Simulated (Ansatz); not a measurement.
# CH₄OSSi: inputs that go wrong

Aim: try 3 inputs for CH₄OSSi as typed, read how each ends, and find what has to change.

Computed with Ansatz 0.2.0, Gaussian basis. Level: the settings change from run to run.

## 1. The geometry

An earlier PBE0-D4 in a triple-zeta def2 set relaxation fixed the geometry.

SMILES `O=CS[SiH3]`, 8 atoms, charge 0, spin multiplicity 1.

Atoms are counted from 1 here; the program's logs count them from 0.

Bond lengths: O1–C2 1.199 Å, C2–S3 1.765 Å, C2–H5 1.104 Å, S3–Si4 2.163 Å, Si4–H6 1.479 Å, Si4–H7 1.479 Å, Si4–H8 1.484 Å. Angles: O1–C2–S3 124.8°, O1–C2–H5 123.0°, S3–C2–H5 112.1°, C2–S3–Si4 95.3°, S3–Si4–H6 110.3°, S3–Si4–H7 110.3°, S3–Si4–H8 103.0°, H6–Si4–H7 112.0°, H6–Si4–H8 110.4°, H7–Si4–H8 110.4°.

## 2. Try 1

Contents of in.yaml:

```yaml
crystal:
  periodic: [false, false, false]
  atoms:
    - {symbol: O, position_ang: [1.365728, -0.848699, 0.834367]}
    - {symbol: C, position_ang: [1.640106, 0.161552, 0.249866]}
    - {symbol: S, position_ang: [0.485972, 1.154759, -0.643376]}
    - {symbol: Si, position_ang: [-1.224624, -0.100716, -0.223937]}
    - {symbol: H, position_ang: [2.662162, 0.576637, 0.213157]}
    - {symbol: H, position_ang: [-1.480356, -0.151442, 1.231950]}
    - {symbol: H, position_ang: [-1.025363, -1.449276, -0.797736]}
    - {symbol: H, position_ang: [-2.331524, 0.599986, -0.920091]}
basis:
  gaussian: {orbitals: 6-31G}
hamiltonian: {xc: {name: HF}}
correlation: {method: mp2, frozen_orbitals: {O: 0}}
```

Started as:

```sh
> ansatz run in.yaml --threads 2 --pin off --events-out ev --progress --plain --max-ram 4352MiB
```

The program printed:

```text
Functional definition: HF
  name "HF"
  cite "Fock, Z. Phys. 61, 126 (1930) doi:10.1007/BF01340294"
  parent pbe
  exchange = exact_x
  correlation = 0
Error: "frozen_orbitals" has no count for C
```

It took 0.05 s on 2 threads of Arm Neoverse V1, shared host.

**Diagnosis.** Refused before any calculation. Frozen orbitals are typed for one element alone, and the program wants a count for each. To mend it, leave frozen_orbitals out, or give every element a count that its core really has.

## 3. Try 2

Contents of in.yaml:

```yaml
crystal:
  periodic: [false, false, false]
  atoms:
    - {symbol: O, position_ang: [1.365728, -0.848699, 0.834367]}
    - {symbol: C, position_ang: [1.640106, 0.161552, 0.249866]}
    - {symbol: S, position_ang: [0.485972, 1.154759, -0.643376]}
    - {symbol: Si, position_ang: [-1.224624, -0.100716, -0.223937]}
    - {symbol: H, position_ang: [2.662162, 0.576637, 0.213157]}
    - {symbol: H, position_ang: [-1.480356, -0.151442, 1.231950]}
    - {symbol: H, position_ang: [-1.025363, -1.449276, -0.797736]}
    - {symbol: H, position_ang: [-2.331524, 0.599986, -0.920091]}
basis:
  gaussian: {orbitals: cc-pVTZ-rifit}
hamiltonian: {xc: {name: RPBE}, dispersion: d4}
output: {forces: true}
```

Same command.

The program printed (excerpt; [...] marks lines left out):

```text
Functional definition: RPBE
  name "RPBE"
  cite "Hammer, Hansen & Nørskov, Phys. Rev. B 59, 7413 (1999) doi:10.1103/PhysRevB.59.7413"
  cite "Perdew, Burke & Ernzerhof, Phys. Rev. Lett. 77, 3865 (1996) doi:10.1103/PhysRevLett.77.3865"
[...]
1667 factors; their error is unknown
[...]
mean field -21534.02834001 eV, -791.3609452068 hartree, gradient 3.4e-5 eV, S^2 0.000000; 0 other end points of the search recorded, 0 dependent functions left out
[...]
reference -21534.02835849 eV, -791.3609458859 hartree; 24, 24 occupied and 502, 502 virtual orbitals, 1667 factors
Total energy: -21534.69404169 eV, -791.3854092924 hartree
Atom 0 at     1.365728    -0.848699     0.834367 Å, force    -0.292659     0.600613    -0.449589 eV/Å
Atom 1 at     1.640106     0.161552     0.249866 Å, force    -0.065976    -0.783883     0.486416 eV/Å
Atom 2 at     0.485972     1.154759    -0.643376 Å, force    -0.082963     0.364540    -0.251694 eV/Å
Atom 3 at    -1.224624    -0.100716    -0.223937 Å, force     0.503137    -0.145626     0.205811 eV/Å
Atom 4 at     2.662162     0.576637     0.213157 Å, force     0.016954     0.047907    -0.026740 eV/Å
Atom 5 at    -1.480356    -0.151442     1.231950 Å, force    -0.030700    -0.041145    -0.012625 eV/Å
Atom 6 at    -1.025363    -1.449276    -0.797736 Å, force    -0.040666    -0.013098     0.031249 eV/Å
Atom 7 at    -2.331524     0.599986    -0.920091 Å, force    -0.007127    -0.029308     0.017171 eV/Å
Dipole moment:     0.056229     0.129067    -0.069953 e Å
```

Run time: 10 s. Hardware: 2 threads of Arm Neoverse V1, shared host; peak memory 1.2 GiB.

What is wrong: It ended without an error, which proves nothing about the input. The set cc-pVTZ-rifit is made for fitting, not for orbitals. Its energy is that of an unsuitable basis. Cure: name an orbital basis such as cc-pVTZ, and keep the fitting set for the fitting key.

## 4. Try 3

Contents of in.yaml:

```yaml
crystal:
  periodic: [false, false, false]
  atoms:
    - {symbol: O, position_ang: [1.334582, -0.908009, 0.774023]}
    - {symbol: C, position_ang: [1.723435, 0.002686, 0.245730]}
    - {symbol: S, position_ang: [0.530134, 1.123871, -0.754102]}
    - {symbol: Si, position_ang: [-1.331577, -0.247371, -0.246832]}
    - {symbol: H, position_ang: [2.635714, 0.538100, 0.137811]}
    - {symbol: H, position_ang: [-1.453316, -0.109073, 1.194581]}
    - {symbol: H, position_ang: [-0.948485, -1.411622, -0.846553]}
    - {symbol: H, position_ang: [-2.400224, 0.642054, -1.006031]}
basis:
  gaussian: {orbitals: pcseg-2}
total_charge: -4
magnetization: {spin_polarized: true, initial_magnetization: 0}
hamiltonian: {xc: {name: BHLYP}}
output: {forces: true}
```

The command is unchanged.

The program printed:

```text
Functional definition: BHLYP
  name "BHLYP"
  cite "Becke, J. Chem. Phys. 98, 1372 (1993) doi:10.1063/1.464304"
  cite "Becke, Phys. Rev. A 38, 3098 (1988) doi:10.1103/PhysRevA.38.3098"
  cite "Lee, Yang & Parr, Phys. Rev. B 37, 785 (1988) doi:10.1103/PhysRevB.37.785"
  parameter a = 0.5
  exchange = (1 - a)*b88_x + a*exact_x
  correlation = lyp_c
1187 factors; their error is unknown
mean field evaluation 1: about -21717.1167 eV, gradient 1.3e2 eV
mean field evaluation 2: about -21372.9729 eV, gradient 2.9e2 eV
mean field evaluation 4: about -21814.5286 eV, gradient 3.9e1 eV
mean field evaluation 8: about -21831.4196 eV, gradient 4.8e0 eV
mean field evaluation 16: about -21831.8258 eV, gradient 3.4e-1 eV
mean field evaluation 32: about -21831.8265 eV, gradient 1.3e-3 eV
mean field evaluation 64: about -21831.7840 eV, gradient 2.2e-1 eV
mean field evaluation 96: about -21832.0470 eV, gradient 6.0e-4 eV
mean field evaluation 128: about -21831.9803 eV, gradient 5.2e-1 eV
a density is far from that of the atoms, so the factors are made again for it
1210 factors; integrals over basis functions are off by at most 1.3e-3 eV
mean field evaluation 160: about -21832.0474 eV, gradient 4.8e-3 eV
mean field -21832.04741889 eV, -802.3129443510 hartree, gradient 2.4e-7 eV, S^2 0.927449; 0 other end points of the search recorded, 0 dependent functions left out
the calculation of the forces begins
reference -21832.04757935 eV, -802.3129502479 hartree; 26, 26 occupied and 158, 158 virtual orbitals, 1210 factors
Error: SIGTERM received: run cancelled behind 187 evaluations of the mean field
```

Run time: 91 s. Hardware: 2 threads of Arm Neoverse V1, shared host.

Diagnosis: The run hit its time limit. The charge is far from anything that the molecule holds. Its coordinates are also moved off the relaxed structure. It asks for charge -4; the species has 0. Fix: type the charge that the molecule really has.

## 5. How the tries ended

| try | level | ended | cause | time |
| --- | --- | --- | --- | --- |
| 1 | MP2/6-31G | refused | frozen orbitals are typed for one element alone, and the program wants a count for each | 0.05 s |
| 2 | RPBE/cc-pVTZ-rifit | converged | the set cc-pVTZ-rifit is made for fitting, not for orbitals | 10 s |
| 3 | BHLYP/pcseg-2 | timeout | the charge is far from anything that the molecule holds | 91 s |

**Reading.** 1 refused, 1 converged, 1 timeout. A refusal costs next to no computing time. The dangerous case is the input that converges on a wrong geometry, charge, spin, basis or grid: often only a look at the input shows it.
